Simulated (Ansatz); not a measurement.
# Mg3CdF8: the band gap up the ladder of functionals

One table from this session's results is given with a row withheld; the runs are named, their logs left out.

The runs shown are made with Ansatz 0.2.0. PAW datasets, plane waves. No spin polarisation. The prototype was imposed, so other structures may be more stable.

### The cell

The cell was relaxed beforehand with r2SCAN.

It is orthorhombic, Cmmm (No. 65); conventional cell a = 7.124 Å, b = 10.160 Å, c = 3.565 Å, 10.75 Å³ an atom. Around Mg lie 8 F at 2.10–2.21 Å; around F lie 3 Mg at 2.14–2.17 Å and 1 Cd at 2.28 Å and 3 F at 2.46 Å; around Cd lie 8 F at 2.28 Å; around F lie 4 Mg at 2.16–2.21 Å and 6 F at 2.44–2.46 Å; around F lie 2 Mg at 2.10 Å and 2 Cd at 2.28 Å.

As a file:

```cif
data_structure
_symmetry_space_group_name_H-M 'Cmmm'
_symmetry_Int_Tables_number 65
_cell_length_a 7.1244
_cell_length_b 10.1599
_cell_length_c 3.5654
_cell_angle_alpha 90.000
_cell_angle_beta 90.000
_cell_angle_gamma 90.000
_cell_volume 258.08
loop_
_atom_site_label
_atom_site_type_symbol
_atom_site_symmetry_multiplicity
_atom_site_Wyckoff_symbol
_atom_site_fract_x
_atom_site_fract_y
_atom_site_fract_z
_atom_site_occupancy
Mg1 Mg 4 e 0.25000 0.25000 0.00000 1
F1 F 8 q 0.23771 0.87074 0.50000 1
Cd1 Cd 2 c 0.50000 0.00000 0.50000 1
F2 F 4 i 0.50000 0.62052 0.00000 1
F3 F 4 i 0.50000 0.86027 0.00000 1
Mg2 Mg 2 d 0.00000 0.00000 0.50000 1
```

The first run:

The input, input.yaml:

```yaml
crystal:
  lattice:
    - [3.5621889963, -5.0799730638, 0.0]
    - [3.5621889963, 5.0799730638, 0.0]
    - [0.0, 0.0, 3.5653954057]
  atoms:
    - { symbol: Mg, position: [0.0, 0.5, 0.0] }
    - { symbol: F, position: [0.3669667675, 0.1084537399, 0.5] }
    - { symbol: F, position: [0.1084537399, 0.3669667675, 0.5] }
    - { symbol: Cd, position: [0.5, 0.5, 0.5] }
    - { symbol: F, position: [0.8794827852, 0.1205172148, 0.0] }
    - { symbol: F, position: [0.6397311492, 0.3602688508, 0.0] }
    - { symbol: Mg, position: [0.0, 0.0, 0.5] }
    - { symbol: F, position: [0.3602688508, 0.6397311492, 0.0] }
    - { symbol: F, position: [0.1205172148, 0.8794827852, 0.0] }
    - { symbol: Mg, position: [0.5, 0.0, 0.0] }
    - { symbol: F, position: [0.8915462601, 0.6330332325, 0.5] }
    - { symbol: F, position: [0.6330332325, 0.8915462601, 0.5] }
kpoints:
  mp_grid: { grid: [4, 4, 8] }
  band_path:
    path:
      - [[0.0, 0.0, 0.0], [-0.5, 0.5, 0.0], [-0.3729280819172, 0.6270719180828, 0.0]]
      - [[0.3729280819172, 0.3729280819172, 0.0], [0.0, 0.0, 0.0], [0.0, 0.0, 0.5], [0.3729280819172, 0.3729280819172, 0.5]]
      - [[-0.3729280819172, 0.6270719180828, 0.5], [-0.5, 0.5, 0.5], [-0.5, 0.5, 0.0]]
      - [[0.0, 0.0, 0.0], [-1.504682695455e-17, 0.5, 0.0], [-1.504682695455e-17, 0.5, 0.5], [0.0, 0.0, 0.5], [-0.5, 0.5, 0.5]]
    npoints: 10
hamiltonian:
  xc: pbe
scf:
  occupations: { method: fermi_dirac, width: 0.02 }
  n_extra_bands: 7
output:
  forces: true
  stress: true
  eigenvalues: true
```

Among the steps run: PBE band path; Single point with r2SCAN; HSE06 at the same geometry; Single point with PBE+SOC; PBE0 at the same geometry.

One of the session's tables, all rows but one given; the rest of the session is left out.

| level | gap (eV) |
| --- | --- |
| PBE | 4.86 |
| r2SCAN | 5.60 |
| HSE06 | 7.03 |
| PBE+SOC | 4.86 |
| PBE0 | ? |

**Question.** Estimate the row for PBE0.

As computed: gap (eV): 7.79. In the column «gap (eV)» it is the highest.

Meshes: PBE 4×4×8, r2SCAN 4×4×8, HSE06 4×4×4, PBE+SOC 4×4×8, PBE0 4×4×4

Against HSE06, PBE is short by 2.17 eV, at 69 % of it, and r2SCAN 80 %. PBE0 lies 0.76 eV above HSE06, which differs from it by screening the long-range exchange.

To keep in mind: Warnings in the runs' records: stress scf threshold loose, stress exchange threshold loose.
